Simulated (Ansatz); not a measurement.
This was printed by a script on the Ansatz DFT code, driven from Python, for a ladder of methods at one geometry of GeH5O2PS, SMILES [OH][Ge]([OH])([PH2])[SH]. What did the script look like? Level of theory (for the species named): r2SCAN, def2-SVP basis, multiplicity 1. The script varies functional: r2scan, cam_b3lyp, hse06, blyp, lc_wpbe.

`geh5o2ps.xyz`
```text
10

O    -0.63550    1.51270    0.53740
Ge    0.26550    0.13560   -0.00180
O     1.82730    0.15520    0.80290
P    -0.77640   -1.76630    0.54170
S     0.56710    0.21230   -2.21810
H    -1.53860    1.49660    0.02970
H     2.35140   -0.64770    0.47560
H    -2.07240   -1.29180   -0.01100
H    -1.14280   -1.31310    1.93750
H     1.23750    1.45520   -2.09090
```

Output of `python methods.py`:
```text
functional    E (Ha)        dipole (D)   HOMO (eV)  LUMO (eV)
r2scan       -2969.329894     1.125      -6.494     -0.828
cam_b3lyp    -2969.536299     1.341      -8.724      0.974
hse06        -2968.747713     1.221      -7.067     -0.551
blyp         -2969.466155     1.157      -5.880     -0.911
lc_wpbe      -2968.876127     1.230     -10.162      2.116
```

The script that was run (others could print the same):

The script, `methods.py`:
```python
# -*- coding: utf-8 -*-
from pathlib import Path

import ansatz
import numpy as np


def main():
    system = ansatz.Crystal.molecule_from_extxyz('geh5o2ps.xyz')

    calculation = system.calculation()
    calculation = calculation.basis(gaussian='def2-SVP')
    calculation = calculation.accuracy('high')

    print('functional    E (Ha)        dipole (D)   HOMO (eV)  LUMO (eV)')
    for name in ['r2scan', 'cam_b3lyp', 'hse06', 'blyp', 'lc_wpbe']:
        r = calculation.functional(name).forces().orbitals().run(threads=1, pin='off', runs_dir='runs').report
        lines = Path(r['orbitals_path']).read_text().splitlines()
        field_of = lambda key: [line.split('=')[1].strip() for line in lines if line.startswith(key)]
        orbitals = [(27.211386 * float(e), s, float(n)) for e, s, n in zip(field_of('Ene='), field_of('Spin='), field_of('Occup='))]
        homo = max(e for e, _, n in orbitals if n > 0.5)
        lumo = min(e for e, _, n in orbitals if n < 0.5)
        dipole = 4.803205 * np.linalg.norm(r['charge_distribution']['dipole_moment_e_ang'])
        print(f'{name:10s} {r["free_energy_ev"] / 27.211386246:14.6f} {dipole:9.3f} {homo:11.3f} {lumo:10.3f}')


if __name__ == '__main__':
    main()
```

Caveats:
- The settings weren't tested for convergence.
- The geometry is a force-field or estimated start, not a minimum of this method, and the basis set is short of its limit. A lower total doesn't mark the better method: functionals have no common bound, and MP2 and coupled cluster aren't variational.
- Levels such as HOMO and LUMO are orbital energies: with these approximate functionals they aren't the ionisation energy and electron affinity, and their gap isn't the fundamental gap.
- hse06 follows the composition of plane-wave codes, whose totals differ by tens of mHa, up to about 0.1 Ha, from the form usual in Gaussian-basis programs (wpbeh).
- The whole script took 2 min on 1 thread of Arm Neoverse V2, on a shared host, peak memory 0.73 GiB.
